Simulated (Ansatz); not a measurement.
This script drives Ansatz 0.2.0, Python API.

Contents of `ba2n.cif`:
```cif
data_Ba2N
_cell_length_a 7.828574
_cell_length_b 7.828574
_cell_length_c 7.828574
_cell_angle_alpha 29.82298
_cell_angle_beta 29.82298
_cell_angle_gamma 29.82298
_symmetry_space_group_name_H-M 'P 1'
_symmetry_Int_Tables_number 1
loop_
_symmetry_equiv_pos_as_xyz
'x, y, z'
loop_
_atom_site_label
_atom_site_type_symbol
_atom_site_fract_x
_atom_site_fract_y
_atom_site_fract_z
Ba1 Ba    0.266470    0.266470    0.266470
Ba2 Ba    0.733530    0.733530    0.733530
N3 N    0.000000    0.000000    0.000000
```

`layers_ba2n.py`
```python
"""Surface of Ba2N against the number of layers."""

import ansatz as az
from ase.build import surface
from ase.io import read
import numpy as np
from tabulate import tabulate

atoms = read("ba2n.cif")
# Miller indices count the vectors of the cell as typed
rows = []
for value in [1, 2, 3, 4]:
    slab = surface(atoms, (1, 1, 1), value, vacuum=8.0)
    slab.pbc = True
    calc = (
        az.Crystal.from_ase(slab).calculation()
        .functional(az.Functional.PBESOL, dispersion="D3(BJ)")
        .occupations("Marzari-Vanderbilt", width=0.05)
        .scf(tolerance=1e-08)
        .kpoints(5, 5, 1)
        .electric_field(axis=3, dipole_correction=True)
    )
    data = calc.run(threads=1).report
    face = data["work_function"]
    rows.append((value, len(slab), data["free_energy_ev"], face["dipole_moment_e_ang"], face.get("phi_plus_ev"), face.get("phi_minus_ev")))

print(tabulate(rows, headers=["layers", "atoms", "F (eV)", "dipole (e A)", "phi upper (eV)", "phi lower (eV)"], floatfmt=".4f", missingval="-"))
# the slope is the bulk energy, the intercept twice the surface energy
slope, intercept = np.polyfit([row[1] for row in rows[1:]], [row[2] for row in rows[1:]], 1)
area = np.linalg.norm(np.cross(slab.cell[0], slab.cell[1]))
print(f"bulk {slope:.4f} eV/atom, mean surface energy {intercept / (2 * area) * 16.02177:.3f} J/m^2")
```

It is started by `python layers_ba2n.py`. Estimate its wall time and peak memory on 1 thread of Arm Neoverse V1, on a shared host.

It took about 2.4 min, with a peak of 0.78 GiB, for 4 runs of the engine.

```console
$ python layers_ba2n.py
DeckWarning: basis.ecutwfc = 420 eV, auto-derived from the records' recommended cutoffs: set by Ba (normal level)
RunWarning: efield: at this solve's end the planar-averaged density reaches 1.02e-5 e/Å³ inside the ramp window [0.9045, 0.0955] (bound 1e-5 e/Å³); the window's nearer edge stands 5.90 Å from this [...]
  layers    atoms       F (eV)    dipole (e A)    phi upper (eV)    phi lower (eV)
--------  -------  -----------  --------------  ----------------  ----------------
       1        3  -12100.5252          0.3552            2.7132            7.2854
       2        6  -24206.5184          0.3604            2.6716            7.3110
       3        9  -36312.4669          0.3540            2.7530            7.3104
       4       12  -48418.4264          0.3539            2.7524            7.3100
bulk -4035.3180 eV/atom, mean surface energy 3.072 J/m^2
```
(Warnings from the package without file and line, shortened, repeats left out.)

Absolute energies stand on the zero of these potentials, so only differences at equal settings mean something. Dispersion corrections can be off by several per cent in the lattices of metals, and by several GPa in the pressure at a fixed cell. The density doesn't vanish in the vacuum (a short gap or a low cutoff), which blurs the vacuum level. The structure is a deposited one; some such entries were measured under pressure or heat, so a shift against it needn't be the functional's error alone. The slabs are thin, unrelaxed cuts of the structure as given, on a modest mesh, so the surface energy isn't converged; Miller indices refer to the cell as typed, and unlike faces give only a mean.

(Lines on the test bed's own set-up are left out of the output.)
